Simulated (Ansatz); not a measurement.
# Ta2O5: the cost of one run

Computed, not measured: Ansatz 0.2.0, DFT, r2SCAN, no spin polarisation, plane waves, PAW.

### Step 1. The system as given

The structure is monoclinic, space group C2/c (No. 15). Conventional cell: a = 12.785 Å, b = 4.854 Å, c = 5.528 Å, α = 90.00°, β = 104.26°, γ = 90.00°. Ta (site symmetry 1) is surrounded by 6 O at 1.67 to 2.24 Å. O (site symmetry 2) is surrounded by 2 Ta at 1.90 Å. O (site symmetry 1) is surrounded by 2 Ta at 1.67 to 2.10 Å. O (site symmetry 1) has 3 Ta at 1.91 to 2.24 Å as nearest neighbours.

Coordinates:

```
Ta O
1.0
     6.39265    2.42685    0.00000
     6.39265   -2.42685    0.00000
     1.36195    0.00000   -5.35719
Ta O
4 10
Direct
  0.38650 0.89250 0.73770
  0.10750 0.61350 0.76230
  0.61350 0.10750 0.26230
  0.89250 0.38650 0.23770
  0.10200 0.89800 0.75000
  0.89800 0.10200 0.25000
  0.44000 0.33800 0.01000
  0.66200 0.56000 0.49000
  0.56000 0.66200 0.99000
  0.33800 0.44000 0.51000
  0.73000 0.86800 0.64500
  0.13200 0.27000 0.85500
  0.27000 0.13200 0.35500
  0.86800 0.73000 0.14500
```

The first density is read from a saved solution for the starting cell.

### Step 2. The relaxation

input.yaml

```yaml
crystal:
  lattice:
    - [6.39265, 2.42685, 0.0]
    - [6.39265, -2.42685, 0.0]
    - [1.36195, 0.0, -5.35719]
  atoms:
    - { symbol: Ta, position: [0.3865, 0.8925, 0.7377] }
    - { symbol: Ta, position: [0.1075, 0.6135, 0.7623] }
    - { symbol: Ta, position: [0.6135, 0.1075, 0.2623] }
    - { symbol: Ta, position: [0.8925, 0.3865, 0.2377] }
    - { symbol: O, position: [0.102, 0.898, 0.75] }
    - { symbol: O, position: [0.898, 0.102, 0.25] }
    - { symbol: O, position: [0.44, 0.338, 0.01] }
    - { symbol: O, position: [0.662, 0.56, 0.49] }
    - { symbol: O, position: [0.56, 0.662, 0.99] }
    - { symbol: O, position: [0.338, 0.44, 0.51] }
    - { symbol: O, position: [0.73, 0.868, 0.645] }
    - { symbol: O, position: [0.132, 0.27, 0.855] }
    - { symbol: O, position: [0.27, 0.132, 0.355] }
    - { symbol: O, position: [0.868, 0.73, 0.145] }
  symmetry: { tolerance: 0.0003 }
kpoints:
  mp_grid: { grid: [4, 4, 4], shift: [0, 0, 0] }
magnetization:
  spin_polarized: false
scf:
  occupations: { method: fermi_dirac, width: 0.1444 }
  lower_state_search: "off"
hamiltonian:
  pseudopotentials: { kind: paw }
  xc: r2scan
basis:
  ecutwfc: 500
  fft_grid_basis: typed
relax:
  max_steps: 80
  cell: { p_target: 0.0 }
  f_tol: 0.03
output:
  forces: true
  stress: true
  eigenvalues: true
  bader: true
  populations: true
  elf: true
  write_potential: true
  volumetric_format: npy
  dos:
    e_range: [-12, 8]
    de: 0.05
    projected: { site_lists: { O: [O], Ta: [Ta] } }
checkpoint:
  read: saved_state
```

The run is started by

```
$ ansatz run input.yaml --threads 2 --pin off --max-ram 2560MiB --backend cpu --events-out ev --progress --plain --runs-dir out
```

What time and memory should one allow on 2 threads of Arm Neoverse V1, shared host?

About 5.5 min, with a peak of 1.2 GiB.
